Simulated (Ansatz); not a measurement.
**HBr (hydrogen bromide): HF/STO-3G**

Aim: the electronic atomisation energy of HBr (hydrogen bromide) at HF/STO-3G, from 3 runs. 

The calculation is run with Ansatz 0.2.0.

40 further runs of the same task are left out: 4 that didn't finish, 36 set aside as unsound or not needed.

## Step 1: The structure to begin with

HBr: 2 atoms, total charge 0, spin state singlet. SMILES: `Br`. The shape is that of a PBE0-D4/def2-TZVP optimisation.

Bond lengths: Br1–H2 1.420 Å.

## Step 2: A single-point energy at HF/STO-3G

File molecule.yaml:

```yaml
crystal:
  periodic: [false, false, false]
  atoms:
    - {symbol: Br, position_ang: [-0.603220, 0.217960, -0.305050]}
    - {symbol: H, position_ang: [0.603220, -0.217960, 0.305050]}
basis:
  gaussian:
    orbitals: STO-3G
accuracy: high
hamiltonian:
  xc: hf
```

Launch:

```bash
$ ansatz run molecule.yaml --threads 1 --pin off --max-ram 3480MiB --events-out events.jsonl --progress --plain --runs-dir runs
```

The program printed:

```text
Warning: RAYON_NUM_THREADS=1 ignored (pool sized by the plan → 1); use --threads N
Functional definition: HF
  name "HF"
  exchange = exact_x
  correlation = 0
211 factors; integrals over basis functions are off by at most 9.5e-9 eV
mean field evaluation 1: about -69258.5591 eV, gradient 1.1e1 eV
mean field evaluation 2: about -69258.5711 eV, gradient 1.1e1 eV
mean field evaluation 4: about -69259.1866 eV, gradient 2.6e-2 eV
mean field evaluation 8: about -69259.1862 eV, gradient 8.1e-6 eV
mean field -69259.18620241 eV, -2545.2281473759 hartree, gradient 2.2e-8 eV, S^2 0.000000; 0 other end points of the search recorded, 0 dependent functions left out
reference -69259.18620241 eV, -2545.2281473759 hartree; 18, 18 occupied and 1, 1 virtual orbitals, 211 factors
Total energy: -69259.18620241 eV, -2545.2281473759 hartree
```

Wall time 0.1 s (1 thread of Arm Neoverse V1, shared host).

## Step 3: The Br atom at the same level

File in.yaml:

```yaml
crystal:
  periodic: [false, false, false]
  atoms:
    - {symbol: Br, position_ang: [0.000000, 0.000000, 0.000000]}
basis:
  gaussian:
    orbitals: STO-3G
magnetization:
  spin_polarized: true
  initial_magnetization: 1
hamiltonian:
  xc: hf
accuracy: high
```

Launch:

```bash
$ ansatz run in.yaml --threads 1 --pin off --max-ram 3480MiB --events-out events.jsonl --progress --plain --runs-dir runs
```

The program printed:

```text
Warning: RAYON_NUM_THREADS=1 ignored (pool sized by the plan → 1); use --threads N
[... 4 set-up lines as earlier in the session ...]
139 factors; integrals over basis functions are off by at most 4.2e-9 eV
mean field evaluation 1: about -69243.0819 eV, gradient 6.1e-1 eV
mean field evaluation 2: about -69243.0938 eV, gradient 6.1e-1 eV
mean field evaluation 4: about -69243.0943 eV, gradient 2.2e-6 eV
mean field evaluation 8: about -69243.0943 eV, gradient 6.7e-2 eV
mean field evaluation 16: about -69243.0943 eV, gradient 5.0e-5 eV
mean field -69243.09430889 eV, -2544.6367811967 hartree, gradient 3.2e-10 eV, S^2 0.750000; 0 other end points of the search recorded, 0 dependent functions left out
reference -69243.09430889 eV, -2544.6367811967 hartree; 18, 17 occupied and 0, 1 virtual orbitals, 139 factors
Total energy: -69243.09430889 eV, -2544.6367811967 hartree
```

It took 0.08 s on 1 thread of Arm Neoverse V1, shared host.

## Step 4: The H atom

Edit in.yaml of step 3 so:

```diff
@@ -3,3 +3,3 @@
   atoms:
-    - {symbol: Br, position_ang: [0.000000, 0.000000, 0.000000]}
+    - {symbol: H, position_ang: [0.000000, 0.000000, 0.000000]}
 basis:
```

Run the same way, it converges to -0.46658 Eh (log not shown).

## Step 5: Results

At HF/STO-3G:

| quantity | value |
| --- | --- |
| molecule: total energy | -2545.22815 Eh |
| Br atom: total energy | -2544.63678 Eh |
| Br atom: ⟨S²⟩ | 0.750 |
| H atom: total energy | -0.46658 Eh |
| H atom: ⟨S²⟩ | 0.750 |
| electronic atomisation energy | 3.396 eV |

In words: Taking the molecule apart into free atoms costs 3.40 eV (78 kcal/mol), before zero-point energy and without spin-orbit coupling. Hartree–Fock lacks the correlation of the bonding pairs, which as a rule makes this value much too low; in minimal bases other errors can mask that. In a minimal basis such a difference can be off by several eV, whatever the method.
